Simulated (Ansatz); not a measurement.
# C4H10Cd: from a rough start to a minimum

What shape does C4H10Cd take? The plan is to relax it, check the end point by its vibrations and derive ideal-gas thermochemistry, and look at its orbitals and charge.

Program: Ansatz 0.2.0, Gaussian basis. Level of theory: RKS PBE0-D4/def2-TZVP. These are calculated values, not measurements.

Levels to be run: relaxation at PBE0-D4/def2-TZVP; harmonic vibrations at the same level; a single point in def2-TZVPP for the fields.

**1. The starting structure**

SMILES `[CH3][Cd][CH](C)C`, 15 atoms, charge 0, spin multiplicity 1.

Atoms are counted from 1 here; the program's logs count them from 0.

Bond lengths: C1–Cd2 2.234 Å, C1–H6 1.092 Å, C1–H7 1.092 Å, C1–H8 1.086 Å, Cd2–C3 2.235 Å, C3–C4 1.529 Å, C3–C5 1.529 Å, C3–H9 1.095 Å, C4–H10 1.098 Å, C4–H11 1.096 Å, C4–H12 1.094 Å, C5–H13 1.098 Å, C5–H14 1.095 Å, C5–H15 1.093 Å. Angles: Cd2–C1–H6 108.1°, Cd2–C1–H7 107.3°, Cd2–C1–H8 116.1°, H6–C1–H7 108.4°, H6–C1–H8 108.3°, H7–C1–H8 108.4°, C1–Cd2–C3 134.5°, Cd2–C3–C4 105.1°, Cd2–C3–C5 105.3°, Cd2–C3–H9 118.7°, C4–C3–C5 110.0°, C4–C3–H9 108.8°, C5–C3–H9 108.8°, C3–C4–H10 110.9°, C3–C4–H11 111.1°, C3–C4–H12 111.1°, H10–C4–H11 107.3°, H10–C4–H12 108.6° and more.

The start is a GFN2-xTB geometry. Cd takes the def2 core potential; no spin-orbit term is included.

**2. Geometry optimisation, PBE0-D4/def2-TZVP**

File in.yaml:

```yaml
crystal:
  periodic: [false, false, false]
  atoms:
    - {symbol: C, position_ang: [-1.848420, 1.067630, 2.050470]}
    - {symbol: Cd, position_ang: [-1.441350, 0.694860, -0.113980]}
    - {symbol: C, position_ang: [0.243930, -0.227020, -1.255490]}
    - {symbol: C, position_ang: [0.387090, -1.638520, -0.685750]}
    - {symbol: C, position_ang: [1.474690, 0.607360, -0.899860]}
    - {symbol: H, position_ang: [-1.936110, 0.100770, 2.551410]}
    - {symbol: H, position_ang: [-0.979970, 1.589380, 2.459190]}
    - {symbol: H, position_ang: [-2.736510, 1.650620, 2.276960]}
    - {symbol: H, position_ang: [0.166370, -0.293500, -2.346070]}
    - {symbol: H, position_ang: [0.436260, -1.614730, 0.411010]}
    - {symbol: H, position_ang: [1.305980, -2.117190, -1.042440]}
    - {symbol: H, position_ang: [-0.454140, -2.270950, -0.984330]}
    - {symbol: H, position_ang: [1.570390, 0.718640, 0.188010]}
    - {symbol: H, position_ang: [2.392730, 0.130360, -1.259790]}
    - {symbol: H, position_ang: [1.419070, 1.602310, -1.349340]}
basis:
  gaussian: {orbitals: def2-TZVP}
hamiltonian: {xc: pbe0, dispersion: d4}
relax: {f_tol: 0.005, max_steps: 150}
```

Launch:

```bash
ansatz run in.yaml --threads 2 --pin off --events-out ev --progress --plain --max-ram 22528MiB --backend cuda --devices 0, --max-vram 18GiB
```

After this run come: Vibrations by finite differences; Orbitals, density and potential.

Before running them: what should the planned runs give, taken together? Wanted: point group; shift from the start; total energy; dispersion term; dipole moment; lowest, highest wavenumber; HOMO, LUMO.

The runs gave:

| quantity | value |
| --- | --- |
| point group | C1 |
| steps | 12 |
| shift from the start (rms) | 0.600 Å |
| total energy | -8872.0870 eV |
| dispersion term | -244 meV |
| dipole moment | 0.18 D |
| lowest, highest wavenumber | -7, 3139 cm⁻¹ |
| HOMO, LUMO | -6.24, -0.13 eV |

What this shows: The atoms moved 0.60 Å (rms) from the start; the bond that changed most is C1–Cd2, from 2.234 to 2.119 Å. One or more small negative wavenumbers (down to -7 cm⁻¹) point to a very flat motion, so a minimum isn't proven. The stiffest mode, 3139 cm⁻¹, is a C–H stretch. Harmonic hybrid wavenumbers usually lie a few per cent above measured fundamentals. The largest Mulliken charge, -0.72 e, sits on C1. The HOMO lies mostly on C3 34 %; C1 18 % and the LUMO on Cd2 48 %; 4 H atoms about 9 % each.
